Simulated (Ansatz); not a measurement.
## SnTe3: relaxation of cell and atoms with PBEsol+D4

Crystal: SnTe3.

```
CELL_PARAMETERS angstrom
0.00000 3.86122 3.86122
3.86122 0.00000 3.86122
3.86122 3.86122 0.00000
ATOMIC_POSITIONS crystal
Te 0.50000 0.50000 0.50000
Te 0.75000 0.75000 0.75000
Te 0.25000 0.25000 0.25000
Sn 0.00000 0.00000 0.00000
```

The cell comes from a database or a generator and needn't be the stable form of this composition.

```yaml
Program: Ansatz 0.2.0
Task: relaxation of cell and atoms
Functional: PBEsol
Dispersion: D4
Potentials_or_basis: Ansatz PAW
Cutoff: "420 eV (not typed: the program's choice for these potentials)"
k_mesh: 6 × 6 × 6
Occupations: fermi-dirac, width 0.05 eV
Spin: no spin polarisation
```

- Relaxed volume: 26.36 Å³/atom
- Relaxed cell: a = 5.303 Å, b = 5.303 Å, c = 5.303 Å, α = 60.00°, β = 60.00°, γ = 60.00°
- Space group after relaxing (to 0.05 Å): Fm-3m (No. 225)
- Energy gained by relaxing: 36.0 meV/atom
- Ionic steps: 5
- Pressure after relaxing: 0.0 GPa
- Band gap on the k mesh: none (metal or under the smearing width)

Step by step:
```
step  energy change (eV)  largest force (eV/Å)  volume (Å³)
   1              0.0000                0.0000       115.13
   2             -0.1322                0.0000       102.63
   3             -0.1456                0.0000       105.88
   4             -0.1461                0.0000       105.43
   5             -0.1441                0.0000       105.43
```

Final structure:
```xyz
4
Lattice="0.0000 3.7496 3.7496 3.7496 0.0000 3.7496 3.7496 3.7496 0.0000" Properties=species:S:1:pos:R:3 pbc="T T T"
Te    3.7496    3.7496    3.7496
Te    5.6244    5.6244    5.6244
Te    1.8748    1.8748    1.8748
Sn    0.0000    0.0000    0.0000
```

Levels at points of the mesh, in eV from the Fermi level:
| k point | band 27 | band 28 | band 29 | band 30 | band 31 | band 32 | band 33 | band 34 | band 35 | band 36 |
| --- | --- | --- | --- | --- | --- | --- | --- | --- | --- | --- |
| (0.00, 0.00, 0.00) | -3.72 | -3.70 | -3.70 | -3.70 | -2.12 | -2.12 | -2.12 | 2.77 | 2.77 | 4.59 |
| (0.00, 0.00, -0.50) | -3.87 | -3.87 | -2.03 | -2.00 | 0.39 | 0.39 | 1.55 | 1.75 | 1.75 | 3.70 |
| (0.00, -0.50, -0.50) | -1.53 | -0.79 | -0.64 | -0.64 | 0.09 | 0.17 | 0.17 | 2.27 | 3.48 | 3.48 |

It took 15 s on 2 threads of Arm Neoverse V1 (shared host), peak memory 0.44 GiB.

Caveat: the plane-wave basis is chosen anew once the cell has moved, so the energies of steps on either side of that aren't comparable; pairwise dispersion overbinds metals, which lowers pressure and volume; the PAW data sets come from PBE, with cores solved anew for the run's functional, which leaves a small shift of forces and pressure. Spin-orbit coupling is left out, which matters for the levels of Te.
